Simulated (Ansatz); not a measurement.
# CH5NO2SW: up Jacob's ladder to CCSD(T)

One table from this session's results is given with a row withheld; the runs are named, their logs left out.

Program: Ansatz 0.2.0, Gaussian basis. Level of theory: functionals in def2-TZVPP, the program's frozen cores in correlated methods. These are calculated values, not measurements.

Levels to be run: LDA (SPW92), PBE-D4, revPBE-D4, BLYP-D4, r2SCAN-D4, B97M-V, PBE0-D4, B3LYP-D4, r2SCANh-D4, r2SCAN0-D4, HSE06-D4, BHLYP-D4, CAM-B3LYP-D4, LC-ωPBE, ωB97X-V, ωB97M-V, B2PLYP, PBE-QIDH; CCSD(T)/def2-SVP; CCSD(T)/def2-TZVPP; MP2/def2-QZVPP; extrapolation to the limit; RPA on PBE.

## Structure used throughout

An earlier PBE0-D4 in a triple-zeta def2 set relaxation fixed the geometry. W takes the def2 core potential; no spin-orbit term is included.

SMILES `C[O][W]([NH2])(=[O])=[S]`, 11 atoms, charge 0, spin multiplicity 1.

Atoms are counted from 1 here; the program's logs count them from 0.

Bond lengths: C1–O2 1.407 Å, C1–H7 1.093 Å, C1–H8 1.093 Å, C1–H9 1.092 Å, O2–W3 1.858 Å, W3–N4 1.933 Å, W3–O5 1.702 Å, W3–S6 2.143 Å, N4–H10 1.009 Å, N4–H11 1.009 Å. Angles: O2–C1–H7 110.6°, O2–C1–H8 109.6°, O2–C1–H9 108.7°, H7–C1–H8 109.3°, H7–C1–H9 109.6°, H8–C1–H9 109.0°, C1–O2–W3 139.1°, O2–W3–N4 111.0°, O2–W3–O5 108.5°, O2–W3–S6 109.0°, N4–W3–O5 107.5°, N4–W3–S6 108.6°, O5–W3–S6 112.4°, W3–N4–H10 122.9°, W3–N4–H11 124.3°, H10–N4–H11 111.9°.

Set-up of the first run:

in.yaml reads:

```yaml
crystal:
  periodic: [false, false, false]
  atoms:
    - {symbol: C, position_ang: [-0.490220, -1.057013, 1.728479]}
    - {symbol: O, position_ang: [0.435887, -0.472843, 0.844834]}
    - {symbol: W, position_ang: [0.509628, 0.895766, -0.410065]}
    - {symbol: N, position_ang: [0.286318, 0.204058, -2.201664]}
    - {symbol: O, position_ang: [2.048128, 1.619255, -0.330308]}
    - {symbol: S, position_ang: [-1.068459, 2.290291, -0.012673]}
    - {symbol: H, position_ang: [-1.284063, -0.347814, 1.978257]}
    - {symbol: H, position_ang: [-0.930782, -1.944287, 1.265642]}
    - {symbol: H, position_ang: [0.034381, -1.354373, 2.639162]}
    - {symbol: H, position_ang: [1.060716, 0.046328, -2.828913]}
    - {symbol: H, position_ang: [-0.601534, 0.120643, -2.672730]}
basis:
  gaussian: {orbitals: def2-TZVPP}
hamiltonian: {xc: lda}
output: {orbitals: {seedname: orbitals}}
```

Command:

```console
ansatz run in.yaml --threads 2 --pin off --events-out ev --progress --plain --max-ram 20480MiB --backend cuda --devices 0, --max-vram 18GiB
```

Steps of the session up to this table: LDA; PBE-D4 (GGA); revPBE-D4 (GGA); BLYP-D4 (GGA); r2SCAN-D4 (meta-GGA); B97M-V (meta-GGA); PBE0-D4 (hybrid); B3LYP-D4 (hybrid); r2SCANh-D4 (hybrid); r2SCAN0-D4 (hybrid); HSE06-D4 (hybrid); BHLYP-D4 (hybrid); CAM-B3LYP-D4 (range-separated); LC-ωPBE (range-separated); ωB97X-V (range-separated); ωB97M-V (range-separated); B2PLYP (double hybrid); PBE-QIDH (double hybrid).

One of the session's tables, all rows but one given; the rest of the session is left out.

It belongs to the step «Orbital energies across the functionals». 

```
  functional  HOMO (eV)  LUMO (eV)  gap (eV)
 LDA (SPW92)      -6.31      -2.93      3.38
      PBE-D4      -6.14      -2.73      3.40
   revPBE-D4      -6.07      -2.66      3.41
     BLYP-D4      -5.97      -2.60      3.38
   r2SCAN-D4      -6.43      -2.67      3.76
      B97M-V      -6.48      -2.59      3.89
     PBE0-D4      -7.37      -2.01      5.36
    B3LYP-D4      -7.13      -2.19      4.94
  r2SCANh-D4          ?          ?         ?
  r2SCAN0-D4      -7.57      -1.98      5.60
    HSE06-D4      -6.98      -2.39      4.59
    BHLYP-D4      -8.45      -1.12      7.33
CAM-B3LYP-D4      -8.65      -0.94      7.71
     LC-ωPBE      -9.97       0.12     10.09
     ωB97X-V      -9.64       0.06      9.70
     ωB97M-V      -9.50       0.03      9.53
```

**Question.** Estimate the row for r2SCANh-D4.

Worked estimate for «HOMO (eV)». Against the share of exact exchange, r2SCAN-D4 (0, -6.43), r2SCAN0-D4 (0.25, -7.57) give a slope of -4.56 per unit share; at 0.1 the line stands at -6.89.

The run gave: HOMO (eV): -6.89; LUMO (eV): -2.40; gap (eV): 4.49. In «HOMO (eV)» the line misses by 0.00.
